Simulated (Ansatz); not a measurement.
# C2H8SiSn: up Jacob's ladder to CCSD(T)

One table from this session's results is given with a row withheld; the runs are named, their logs left out.

The runs use Ansatz 0.2.0, Gaussian basis; functionals in def2-TZVPP, the program's frozen cores in correlated methods.

Plan: PBE-D4, r2SCAN-D4, PBE0-D4, B3LYP-D4, ωB97X-V, ωB97M-V, B2PLYP; CCSD(T)/def2-TZVPP; MP2/def2-QZVPP; extrapolation to the limit.

**The geometry**

All runs share one geometry, relaxed beforehand with PBE0-D4 in a triple-zeta def2 set. Sn takes the def2 core potential; no spin-orbit term is included.

12 atoms, charge 0, spin multiplicity 1.

Atoms are counted from 1 here; the program's logs count them from 0.

Bond lengths: C1–Si2 1.890 Å, C1–Sn4 2.175 Å, C1–H5 1.090 Å, C1–H6 1.090 Å, Si2–C3 1.890 Å, Si2–H7 1.491 Å, Si2–H8 1.491 Å, C3–Sn4 2.175 Å, C3–H9 1.090 Å, C3–H10 1.090 Å, Sn4–H11 1.709 Å, Sn4–H12 1.709 Å. Angles: Si2–C1–Sn4 89.3°, Si2–C1–H5 115.5°, Si2–C1–H6 115.4°, Sn4–C1–H5 113.6°, Sn4–C1–H6 113.5°, H5–C1–H6 108.7°, C1–Si2–C3 98.8°, C1–Si2–H7 112.4°, C1–Si2–H8 112.4°, C3–Si2–H7 112.4°, C3–Si2–H8 112.4°, H7–Si2–H8 108.3°, Si2–C3–Sn4 89.3°, Si2–C3–H9 115.4°, Si2–C3–H10 115.4°, Sn4–C3–H9 113.5°, Sn4–C3–H10 113.6°, H9–C3–H10 108.7° and more.

Coordinates:

```csv
atom,x (Å),y (Å),z (Å)
C1,-0.50719,0.15364,-1.33231
Si2,1.13237,0.54443,-0.47677
C3,0.70592,-0.07056,1.25896
Sn4,-1.27160,-0.62920,0.54711
H5,-0.45547,-0.59192,-2.12632
H6,-1.06062,1.01791,-1.70081
H7,1.45330,2.00001,-0.50113
H8,2.27707,-0.19841,-1.07688
H9,0.68876,0.69447,2.03578
H10,1.29594,-0.91575,1.61466
H11,-1.61017,-2.30386,0.56078
H12,-2.57130,0.24395,1.23104
```

Set-up of the first run:

in.yaml

```yaml
crystal:
  periodic: [false, false, false]
  atoms:
    - {symbol: C, position_ang: [-0.507194, 0.153641, -1.332315]}
    - {symbol: Si, position_ang: [1.132365, 0.544428, -0.476771]}
    - {symbol: C, position_ang: [0.705918, -0.070563, 1.258958]}
    - {symbol: Sn, position_ang: [-1.271599, -0.629196, 0.547107]}
    - {symbol: H, position_ang: [-0.455472, -0.591918, -2.126321]}
    - {symbol: H, position_ang: [-1.060617, 1.017913, -1.700809]}
    - {symbol: H, position_ang: [1.453296, 2.000007, -0.501134]}
    - {symbol: H, position_ang: [2.277068, -0.198411, -1.076879]}
    - {symbol: H, position_ang: [0.688763, 0.694466, 2.035781]}
    - {symbol: H, position_ang: [1.295937, -0.915752, 1.614659]}
    - {symbol: H, position_ang: [-1.610168, -2.303864, 0.560779]}
    - {symbol: H, position_ang: [-2.571296, 0.243949, 1.231044]}
basis:
  gaussian: {orbitals: def2-TZVPP}
hamiltonian: {xc: pbe, dispersion: d4}
output: {forces: true, orbitals: {seedname: orbitals}}
```

Launch:

```
$ ansatz run in.yaml --threads 4 --pin off --events-out ev --progress --plain --max-ram 10444MiB
```

Steps of the session up to this table: PBE-D4 (GGA); r2SCAN-D4 (meta-GGA); PBE0-D4 (hybrid); B3LYP-D4 (hybrid); ωB97X-V (range-separated); ωB97M-V (range-separated); B2PLYP (double hybrid); CCSD(T) in def2-TZVPP; MP2 in def2-QZVPP.

One table of the session follows, with a row left open; its other results are not shown here.

| method | atomisation energy (eV) |
| --- | --- |
| PBE-D4 | ? |
| r2SCAN-D4 | 40.813 |
| PBE0-D4 | 40.706 |
| B3LYP-D4 | 40.626 |
| ωB97X-V | 41.071 |
| ωB97M-V | 40.856 |
| B2PLYP | 40.172 |
| HF/def2-TZVPP | 30.255 |
| MP2/def2-TZVPP | 39.962 |
| CCSD/def2-TZVPP | 39.496 |
| CCSD(T)/def2-TZVPP | 40.025 |
| MP2/CBS | 40.976 |
| CCSD(T)/CBS | 41.039 |

Q: Estimate the row for PBE-D4 from the others.

As computed: atomisation energy (eV): 40.943. In the column «atomisation energy (eV)» it lies between ωB97M-V (40.856) and MP2/CBS (40.976).
